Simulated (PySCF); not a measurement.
# A diatomic session: NaCa

The task here is to estimate one member of a computed series from the others.

Program: PySCF 2.14.0. Level of theory: Na 6-31G(d,p), Ca 6-31G(d,p), no relativity. These are calculated values, not measurements.

Set-up of the first run:

A driver script around PySCF takes these settings:

```json
{
 "atoms": "Na, Ca",
 "charge": "0",
 "basis": "Na 6-31G(d,p), Ca 6-31G(d,p)",
 "Hamiltonian": "no relativity",
 "basis functions": "50",
 "electrons treated": "31",
 "masses in u": "22.9898, 39.9626",
 "levels": "PBE0, PBE, r²SCAN, BLYP, BHandHLYP, TPSSh, ωB97X, HF, MP2, SCS-MP2, CCSD, CCSD(T)",
 "grid": "80 radial by 434 angular points",
 "occupations": "held fixed by the projection of orbital angular momentum",
 "dissociation limit": "Na + Ca, each in its ground configuration",
 "starting distance in angstrom": "3.165",
 "values of 2S to try": "1, 3"
}
```

The run is started by

```sh
> OMP_NUM_THREADS=1 python dia.py task.json out
```

Among the steps run: Set-up; The PBE0 curve of the state that the search chose; Other states along the same grid; PBE; r²SCAN (meta-GGA); BLYP (GGA); BHandHLYP (global hybrid GGA); TPSSh (hybrid meta-GGA); ωB97X (range-separated hybrid); ROHF; Adding correlation.

One of the session's tables, all rows but one given; the rest of the session is left out.

Energy (eV) from each level's lowest point:

| R (Å) | ROHF | ROHF-MP2 | ROHF-SCS-MP2 | ROHF-CCSD | ROHF-CCSD(T) |
| --- | --- | --- | --- | --- | --- |
| 3.174 | 0.357 | 0.220 | 0.210 | n/a | n/a |
| 3.322 | 0.255 | 0.097 | 0.094 | 0.080 | 0.076 |
| 3.470 | 0.178 | 0.049 | 0.048 | 0.033 | 0.030 |
| 3.580 | ? | ? | ? | ? | ? |
| 3.691 | 0.100 | 0.012 | 0.012 | 0.003 | 0.002 |
| 3.802 | 0.075 | 0.004 | 0.004 | 0.000 | 0.000 |
| 3.949 | 0.049 | 0.000 | 0.000 | 0.003 | 0.005 |
| 4.134 | 0.027 | 0.002 | 0.001 | 0.014 | 0.018 |
| 4.355 | 0.012 | 0.009 | 0.008 | 0.030 | 0.037 |
| 4.651 | 0.000 | 0.021 | 0.019 | n/a | n/a |

Estimate the missing values for R (Å) = 3.580.

Worked estimate for «ROHF». A straight line through the neighbours (3.470, 0.178) and (3.691, 0.100) gives 0.178 + (0.100 − 0.178) × (3.580 − 3.470) / (3.691 − 3.470) = 0.139; a parabola fitted to 4 rows on both sides gives 0.134.

The run gave: ROHF: 0.134; ROHF-MP2: 0.026; ROHF-SCS-MP2: 0.026; ROHF-CCSD: 0.013; ROHF-CCSD(T): 0.011. In «ROHF» the line misses by +0.005 and the parabola by 0.000.

Limits of these values: The bond is weak, and basis-set superposition, which was not computed, may be a sizeable part of it.
